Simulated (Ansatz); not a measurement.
# ZrB2: response to strain

Aim: deform ZrB2 (equal xy, yz and zx engineering shear strains of -1 %) and compute stress, forces and field gradients with LAPW, PAW and all-electron datasets made for the crystal.

Program: Ansatz 0.2.0. Level of theory: DFT LDA, scalar-relativistic. These are calculated values, not measurements.

**1. The structure to begin with**

Symmetry: P6/mmm, No. 191, hexagonal system. The conventional cell has a = 3.165 Å, b = 3.165 Å, c = 3.520 Å, α = 90.00°, β = 90.00°, γ = 120.00°. Zr (site symmetry 6/mmm) has 12 B at 2.54 Å in its first shell of neighbours. Around B (site symmetry -6m2) lie 3 B at 1.83 Å and 6 Zr at 2.54 Å.

Coordinates:

```cif
data_structure
_symmetry_space_group_name_H-M 'P6/mmm'
_symmetry_Int_Tables_number 191
_cell_length_a 3.1650
_cell_length_b 3.1650
_cell_length_c 3.5200
_cell_angle_alpha 90.000
_cell_angle_beta 90.000
_cell_angle_gamma 120.000
_cell_volume 30.54
loop_
_atom_site_label
_atom_site_type_symbol
_atom_site_symmetry_multiplicity
_atom_site_Wyckoff_symbol
_atom_site_fract_x
_atom_site_fract_y
_atom_site_fract_z
_atom_site_occupancy
Zr1 Zr 1 a 0.00000 0.00000 0.00000 1
B1 B 2 d 0.33333 0.66667 0.50000 1
```

The file gives the conventional cell by its symmetry; the runs use the cell typed in the input.

Atoms are numbered in the order of the input: Zr1, B2, B3.

**2. The deformed structure**

Space group P6/mmm before, P-1 after.

**3. LAPW, all electrons**

Contents of input.yaml:

```yaml
crystal:
  lattice:
    - [3.1649998255, -0.0158249991, -0.0158249991]
    - [-1.5962047641, 2.7488827515, -0.0057923517]
    - [-0.0176, -0.0176, 3.52]
  atoms:
    - { symbol: Zr, position: [0.0, 0.0, 0.0] }
    - { symbol: B, position: [0.3333333333, 0.6666666667, 0.5] }
    - { symbol: B, position: [0.6666666667, 0.3333333333, 0.5] }
kpoints:
  mp_grid: { grid: [13, 13, 10] }
  band_path:
    path:
      - [0.0, 0.0, 0.0]
      - [0.0, 0.0, 0.5]
      - [-0.5, 0.5, 0.0]
      - [0.0, 0.0, 0.0]
      - [0.0, -0.5, 0.0]
      - [-0.5, 0.0, 0.5]
      - [0.0, 0.0, 0.0]
      - [-0.5, 0.0, 0.0]
      - [0.0, -0.5, 0.5]
    npoints: 5
scf:
  occupations: { method: fermi_dirac, width: 0.03 }
hamiltonian:
  xc: lda
  pseudopotentials: { kind: all_electron, lapw: { basis_error: 0.001 } }
output:
  forces: true
  stress: true
  eigenvalues: true
```

The run is started by

```console
ansatz run input.yaml --threads 1 --pin off --max-ram 4096MiB --backend cpu --events-out ev --progress --plain --runs-dir out
```

**4. Frozen-core PAW**

Contents of input.yaml:

```yaml
crystal:
  lattice:
    - [3.1649998255, -0.0158249991, -0.0158249991]
    - [-1.5962047641, 2.7488827515, -0.0057923517]
    - [-0.0176, -0.0176, 3.52]
  atoms:
    - { symbol: Zr, position: [0.0, 0.0, 0.0] }
    - { symbol: B, position: [0.3333333333, 0.6666666667, 0.5] }
    - { symbol: B, position: [0.6666666667, 0.3333333333, 0.5] }
kpoints:
  mp_grid: { grid: [13, 13, 10] }
scf:
  occupations: { method: fermi_dirac, width: 0.03 }
hamiltonian:
  xc: lda
  pseudopotentials: { kind: paw }
output:
  forces: true
  stress: true
  eigenvalues: true
  efg: { contact_densities: true }
```

**5. Datasets made for this crystal**

Edit input.yaml of step 4 so:

```diff
@@ -15,3 +15,3 @@
   xc: lda
-  pseudopotentials: { kind: paw }
+  pseudopotentials: { kind: all_electron, datasets: crystal }
 output:
```

(Steps that only read results are left out.)

What does the calculation give? Wanted: pressure; largest shear or deviatoric stress.

As calculated:

| quantity | value |
| --- | --- |
| pressure | LAPW -7.18, PAW -7.17, crystal datasets -7.18 GPa |
| largest shear or deviatoric stress (LAPW) | 2.58 GPa |

**Reading.** The largest part of the stress beyond the pressure is 2.58 GPa in size; the atoms are carried along and not relaxed. No run of the undeformed cell stands beside it, so pressure and stress hold what the given cell had before the change, as far as its symmetry allows. PAW: stress within 0.05 GPa of LAPW, forces within 1 meV/Å. Crystal datasets: stress within 0.01 GPa of LAPW, forces within 1 meV/Å.
